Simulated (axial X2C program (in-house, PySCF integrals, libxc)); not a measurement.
# InSi⁻: bond curves with and without spin–orbit coupling

Aim: find the lowest determinant of InSi⁻, scan the bond at several levels and fit the constants, once spin-free and once with spin–orbit coupling.

Computed with an in-house X2C program for linear molecules on PySCF integrals. Level: all-electron X2C, In dyall-acv3z, Si dyall-av3z.

All values are calculated.

## 1. The job

The input, task.json:

```json
{"zs": [49, 14], "q": -1, "bas": ["dyall-acv3z", "dyall-av3z"], "levels": ["PBE0", "HF", "PBE"], "cc": true, "r0": 2.58, "thr": -1.0, "nmax": 90, "npts": 10, "nst": 2, "ntry": 6}
```

Keys: zs atomic numbers; q charge; bas basis sets; levels methods (HF also brings MP2); cc coupled cluster on or off; r0 starting distance in Å; thr threshold in hartree for freezing inner shells (an s shell follows its p shell); nmax most natural virtual spinors; npts points asked for on the curve; nst determinants followed; ntry starts of the search.

Started as:

```
$ python so2c.py task.json out
```

Spin-free means the one-electron spin-free X2C Hamiltonian; two-component (2c) means X2C with spin–orbit coupling and atomic mean-field two-electron Coulomb and Gaunt terms. Basis: In dyall-acv3z contracted to [12s13p10d5f1g], Si dyall-av3z contracted to [9s8p3d2f]; Gaussian nuclei, density fitting. Masses: In 114.904 u, Si 27.977 u.

Notation: σ, π±, δ± give the projection m of an orbital's angular momentum (0, ±1, ±2), α and β its spin, Λ and M_S the sums; ω is the projection of a spinor's total angular momentum and Ω the sum. Logs are in hartree.

The results follow Hamiltonian by Hamiltonian and level by level.

## 2. Which state to follow

Determinants are compared with PBE0 at 2.580 Å.

Spin-free determinants:

```
ΔE (eV)           state                              open shells
   0.00  M_S = 1, Λ = 0           beyond closed shells: π+α, π-α
   0.14  M_S = 1, Λ = 1  beyond closed shells: σα, π+α, π+β, π-α
   0.28  M_S = 0, Λ = 1  beyond closed shells: σβ, π+α, π+β, π-α
   0.59  M_S = 0, Λ = 0           beyond closed shells: π+β, π-α
   0.59  M_S = 0, Λ = 2           beyond closed shells: π+α, π+β
   0.92  M_S = 2, Λ = 1   beyond closed shells: σα, 2 × π+α, π-α
   1.05  M_S = 0, Λ = 0                             closed shell
```

Two-component determinants:

```json
{"ΔE (eV)": "0.00", "state": "Ω = 1", "open shells": "excess of +ω over −ω: ω = -1/2, ω = 3/2"}
{"ΔE (eV)": "0.11", "state": "Ω = 2", "open shells": "excess of +ω over −ω: ω = 1/2, ω = 3/2"}
{"ΔE (eV)": "0.34", "state": "Ω = 1", "open shells": "excess of +ω over −ω: 2 × ω = 1/2"}
{"ΔE (eV)": "0.54", "state": "Ω = 0", "open shells": "closed shell"}
{"ΔE (eV)": "0.68", "state": "Ω = 0", "open shells": "closed shell"}
{"ΔE (eV)": "0.98", "state": "Ω = 3", "open shells": "excess of +ω over −ω: 2 × ω = 3/2"}
{"ΔE (eV)": "1.32", "state": "Ω = 0", "open shells": "excess of +ω over −ω: 3 × ω = 1/2, ω = -3/2"}
```

## 3. PBE0, spin-free

State followed: M_S = 1, Λ = 0 (beyond closed shells: π+α, π-α). The scan is laid around 2.615 Å, a first estimate of the minimum, and this SCF restarts from the orbitals of the search.

The SCF at the reference distance of 2.615 Å:

```text
spin-free X2C-1e  PBE0
basis functions 207  fitting functions 1090  grid points 5084
iter        total energy     max residual
   1      -6169.264765005     1.87e+00
   2      -6170.644570195     1.52e-02
   3      -6170.635501279     2.31e-02
   4      -6170.658723558     2.49e-03
   5      -6170.658847853     1.95e-03
   6      -6170.659091929     2.57e-04
   7      -6170.659094629     3.12e-05
   8      -6170.659094698     7.94e-06
   9      -6170.659094706     4.14e-06
  10      -6170.659094707     1.57e-06
converged
one-electron -8785.26999836  Coulomb 2657.73908345  exact exchange -44.77776299  xc functional -137.17090120  nuclear repulsion 138.82048439
```

Along the bond, energies from the lowest point:

```
R (Å)  E (eV)  μ (D)  HOMO (eV)  LUMO (eV)  iterations
2.275  0.5524  -2.64       0.31       1.60          13
2.380  0.2292  -3.15       0.27       1.69          13
2.458  0.0909  -3.53       0.26       1.75          13
2.537  0.0195  -3.91       0.24       1.79          12
2.615  0.0000  -4.28       0.23       1.83          10
2.707  0.0265  -4.71       0.23       1.86          13
2.798  0.0920  -5.12       0.23       1.88          13
2.916  0.2153  -5.62       0.24       1.89          14
3.060  0.4017  -6.17       0.26       1.88          15
3.269  0.7006  -6.81       0.29       1.83          16
```

Dipoles are positive if Si is the positive end and refer to the centre of mass.

Outer orbitals at the reference distance:

| symmetry | occupied | ε (eV) | atomic character |
| --- | --- | --- | --- |
| δ-α | yes | -16.14 | 100% In d |
| δ+α | yes | -16.14 | 100% In d |
| δ-β | yes | -16.10 | 100% In d |
| δ+β | yes | -16.10 | 100% In d |
| π+α | yes | -15.94 | 100% In d |
| π-α | yes | -15.94 | 100% In d |
| σα | yes | -15.93 | 99% In d |
| σβ | yes | -15.92 | 99% In d |
| π-β | yes | -15.90 | 100% In d |
| π+β | yes | -15.90 | 100% In d |
| σα | yes | -7.90 | 59% Si s, 18% In s, 11% In p |
| σβ | yes | -6.56 | 53% Si s, 24% In s, 9% In p |
| σα | yes | -4.06 | 48% In s, 23% Si p, 14% Si s |
| σβ | yes | -3.52 | 42% In s, 21% Si p, 19% Si s |
| π-α | yes | -0.68 | 66% Si p, 24% In p, 6% In d |
| π+α | yes | -0.68 | 66% Si p, 24% In p, 6% In d |
| σα | yes | -0.05 | 43% Si p, 37% In p, 11% In s |
| σβ | yes | 0.23 | 42% Si p, 37% In p, 11% In s |
| π-β | no | 1.83 | 57% In p, 38% Si p, 2% Si d |
| π+β | no | 1.83 | 57% In p, 38% Si p, 2% Si d |
| π+α | no | 2.22 | 87% In p, 6% In d, 4% Si p |
| π-α | no | 2.22 | 87% In p, 6% In d, 4% Si p |

PBE0 fields in the half plane through the axis: z from -2.4 to 4.8 Å across, distance from the axis 0.15 to 2.25 Å upwards; In lies at z = 0 and Si at z = 2.615 Å; the ELF is damped to zero where the density is low.

log10 density (e/bohr³). Ten even steps from '0' (-3.53 ) to '9' (1.81 ):
```
0000111111111111111110000
0011111111111112222111100
0111222222222222222221110
1112223333322233333322211
1122333444333333333332211
1223344555443344444433221
1223345676544444554443221
1223446797644445786443321
```

ELF. Ten even steps from '0' (0.06 ) to '9' (0.96 ):
```
0234432110112333344332100
3566654321123455555555421
6788764322234566677777642
7898764221234677788888764
8998742111125777778999886
9998622343225785114999987
9998424777414870240499998
9997426272614850866099998
```

Re = 2.611 Å, ωe = 280.1 cm⁻¹, ωexe = 0.913 cm⁻¹, Be = 0.1099 cm⁻¹, De = 2.05 eV, μ = -4.26 D.

## 4. HF, spin-free

The SCF at the reference distance of 2.615 Å:

```text
spin-free X2C-1e  HF
basis functions 207  fitting functions 1090  grid points 5084
iter        total energy     max residual
   1      -6167.821482492     1.90e-01
   2      -6167.848258807     4.61e-03
   3      -6167.849554372     2.00e-03
   4      -6167.849815964     9.60e-04
   5      -6167.849883298     6.14e-04
   6      -6167.849928966     3.13e-04
   7      -6167.849943418     1.85e-04
   8      -6167.849948582     8.80e-05
   9      -6167.849949577     3.85e-05
  10      -6167.849949740     1.51e-05
  11      -6167.849949758     7.56e-06
  12      -6167.849949763     4.29e-06
  13      -6167.849949765     2.49e-06
  14      -6167.849949767     9.22e-07
converged
one-electron -8784.13620739  Coulomb 2656.68518965  exact exchange -179.21941643  xc functional 0.00000000  nuclear repulsion 138.82048439
```

No constants are quoted: the solution changes its character somewhere along the scan, so the fit is set aside.

## 5. PBE, spin-free

Output at 2.615 Å:

```text
spin-free X2C-1e  PBE
basis functions 207  fitting functions 1090  grid points 5084
iter        total energy     max residual
   1      -6170.565642810     6.49e-02
   2      -6170.569073001     2.48e-03
   3      -6170.566813740     6.14e-03
   4      -6170.569129451     2.57e-03
   5      -6170.569494095     3.05e-04
   6      -6170.569497976     1.28e-04
   7      -6170.569498821     1.91e-05
   8      -6170.569498833     3.00e-06
   9      -6170.569498834     1.75e-06
converged
one-electron -8784.79776671  Coulomb 2657.22648368  exact exchange 0.00000000  xc functional -181.81870020  nuclear repulsion 138.82048439
```

Re = 2.649 Å, ωe = 260.2 cm⁻¹, ωexe = 0.906 cm⁻¹, Be = 0.1068 cm⁻¹, De = 2.14 eV, μ = -4.09 D.

## 6. Correlated methods, spin-free

Correlated methods: 8 electrons correlated (frozen shells, counted by type: In 4 s, 3 p, 2 d; Si 2 s, 1 p), 294 virtual spinors in MP2, 89 natural virtuals in coupled cluster.

Output of the correlated part at 2.615 Å:

```text
correlated 8  virtual 294  natural virtual 89  E(MP2) -0.140320543  MP2 remainder -0.005056826
iter   CCSD correlation   residual
   1     -0.153751217   1.39e-01
   2     -0.161249715   5.63e-02
   3     -0.162040839   1.85e-02
   4     -0.162268194   8.65e-03
   5     -0.162305652   3.85e-03
   6     -0.162303038   1.79e-03
   7     -0.162317494   7.09e-04
   8     -0.162318269   2.20e-04
   9     -0.162317414   8.15e-05
  10     -0.162317684   2.80e-05
  11     -0.162317680   1.11e-05
(T) -0.009675436  T1 0.0354  D1 0.0523  max T2 0.054
```

T1 in the output is the amplitude norm over the root of the electron number; divide by √2 for the Lee–Taylor value.

MP2: No constants are quoted: the reference changes its character somewhere along the scan, so the fit is set aside.

CCSD: No constants are quoted: the reference changes its character somewhere along the scan, so the fit is set aside.

CCSD(T): No constants are quoted: the reference changes its character somewhere along the scan, so the fit is set aside.

## 7. A higher determinant, spin-free

State: M_S = 1, Λ = 1 (beyond closed shells: σα, π+α, π+β, π-α).

Output at the reference distance:

```text
spin-free X2C-1e  PBE0
basis functions 207  fitting functions 1090  grid points 5084
iter        total energy     max residual
   1      -6169.290605908     1.90e+00
   2      -6170.637939426     1.59e-02
   3      -6170.615704547     2.85e-02
   4      -6170.649867004     7.70e-03
   5      -6170.652579738     2.38e-03
   6      -6170.652893521     4.01e-04
   7      -6170.652897726     2.39e-04
   8      -6170.652900752     1.13e-04
   9      -6170.652901934     7.05e-05
  10      -6170.652903321     5.73e-05
  11      -6170.652904371     1.48e-05
  12      -6170.652904474     3.23e-06
  13      -6170.652904476     8.07e-07
converged
one-electron -8784.85146273  Coulomb 2657.29458477  exact exchange -44.76809550  xc functional -137.14841540  nuclear repulsion 138.82048439
```

```
R (Å)  E above the lowest PBE0 point (eV)
2.275                               0.365
2.380                               0.180
2.458                               0.129
2.537                               0.129
2.615                               0.168
2.707                               0.246
2.798                               0.342
2.916                               0.476
3.060                               0.638
```

Re = 2.495 Å, ωe = 298.8 cm⁻¹, ωexe = 1.83 cm⁻¹, Be = 0.1204 cm⁻¹, μ = -4.79 D. Te = 0.12 eV.

## 8. The spin-free curves together

Energy (eV) of the followed determinant, spin-free, from each level's lowest point:

```
R (Å)   PBE0  HF (jumps)  MP2 (its reference jumps)  CCSD (its reference jumps)  CCSD(T) (its reference jumps)    PBE
2.275  0.552       0.611                      0.647                         n/a                            n/a  0.617
2.380  0.229       0.256                      0.282                       0.291                          0.306  0.277
2.458  0.091       0.103                      0.120                       0.126                          0.137  0.124
2.537  0.019       0.023                      0.032                       0.035                          0.040  0.037
2.615  0.000       0.000                      0.000                       0.000                          0.000  0.000
2.707  0.027       0.026                      0.018                       0.013                          0.006  0.006
2.798  0.092       0.092                      0.080                       0.068                          0.055  0.050
2.916  0.215       0.214                      0.211                       0.182                          0.163  0.145
3.060  0.402       0.374                      0.473                         n/a                            n/a  0.300
3.269  0.701       0.549                      0.858                         n/a                            n/a  0.557
```

(Part 1 of 2 ends here.)
